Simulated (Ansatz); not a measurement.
# Ag+ with PH3: structure and interaction energy

One table from this session's results is given with a row withheld; the runs are named, their logs left out.

Method: PBE0-D4 structure, single points in def2-TZVPPD; program: Ansatz 0.2.0, Gaussian basis.

Levels: PBE-D4, revPBE-D4, BLYP-D4, r2SCAN-D4, B97M-V, PBE0-D4, B3LYP-D4, HSE06-D4, wB97X-V, wB97M-V, B2PLYP, Hartree-Fock, MP2, CCSD, CCSD(T). The reference is CCSD(T) extrapolated to the basis limit. For elements past Ar these valence bases correlate outer-core shells poorly, so that limit is rough.

Correlated methods freeze the cores. Filled d shells of the heavier atoms are correlated. Core potentials replace the inner electrons past krypton, and spin-orbit coupling is left out. B3LYP uses VWN-RPA correlation. B2PLYP carries no dispersion term here.

164 further runs of the same task are left out: 1 that didn't finish, 163 set aside as unsound or not needed.

### Starting geometry

The pair, from a GFN2-xTB docking trial: 5 atoms, charge 1, spin multiplicity 1.

Atoms are counted from 1 here; the program's logs count them from 0.

Bond lengths: Ag1–P2 2.469 Å, P2–H3 1.386 Å, P2–H4 1.382 Å, P2–H5 1.385 Å. Angles: Ag1–P2–H3 119.0°, Ag1–P2–H4 119.0°, Ag1–P2–H5 119.2°, H3–P2–H4 98.5°, H3–P2–H5 98.2°, H4–P2–H5 98.5°.

Geometry (Å):

| atom | x (Å) | y (Å) | z (Å) |
| --- | --- | --- | --- |
| Ag1 | -0.3047 | 0.4214 | -2.3213 |
| P2 | 0.0115 | -0.0147 | 0.0883 |
| H3 | -0.3967 | -1.2315 | 0.6103 |
| H4 | -0.6020 | 0.8170 | 1.0063 |
| H5 | 1.2919 | 0.0078 | 0.6164 |

Atoms 1 to 1 are fragment A (Ag+), the rest fragment B (PH3).

The first run:

pre/in.yaml

```yaml
crystal:
  periodic: [false, false, false]
  atoms:
    - {symbol: Ag, position_ang: [-0.304700, 0.421400, -2.321300]}
    - {symbol: P, position_ang: [0.011500, -0.014700, 0.088300]}
    - {symbol: H, position_ang: [-0.396700, -1.231500, 0.610300]}
    - {symbol: H, position_ang: [-0.602000, 0.817000, 1.006300]}
    - {symbol: H, position_ang: [1.291900, 0.007800, 0.616400]}
basis:
  gaussian: {orbitals: def2-SVP}
total_charge: 1
hamiltonian: {xc: pbe, dispersion: d4}
relax: {f_tol: 0.03, max_steps: 250}
```

Started as:

```
$ ansatz run in.yaml --threads 2 --pin off --events-out ev --progress --plain --max-ram 5222MiB
```

Steps of the session up to this table: A first relaxation in a small basis; Relaxation at PBE0-D4; wB97X-V/def2-TZVPPD; wB97M-V/def2-TZVPPD; B2PLYP/def2-TZVPPD; B97M-V/def2-TZVPPD; CCSD(T)/def2-TZVPPD; MP2/def2-QZVPPD; SPW92/def2-SVP; wB97M-V/def2-SVP; CCSD(T)/def2-SVP; Vibrations of the pair.

One of the session's tables, all rows but one given; the rest of the session is left out.

```
      method  interaction (kcal/mol)
      PBE-D4                  -57.63
   revPBE-D4                  -53.33
     BLYP-D4                  -55.45
   r2SCAN-D4                       ?
      B97M-V                  -50.20
     PBE0-D4                  -51.69
    B3LYP-D4                  -51.48
    HSE06-D4                  -51.67
     wB97X-V                  -47.91
     wB97M-V                  -46.65
      B2PLYP                  -48.24
Hartree-Fock                  -28.89
         MP2                  -47.85
        CCSD                  -41.26
     CCSD(T)                  -43.39
 CCSD(T)/CBS                  -48.55
```

**Question.** Estimate the row for r2SCAN-D4.

The run gave: interaction (kcal/mol): -56.42. In the column «interaction (kcal/mol)» it lies between PBE-D4 (-57.63) and BLYP-D4 (-55.45).
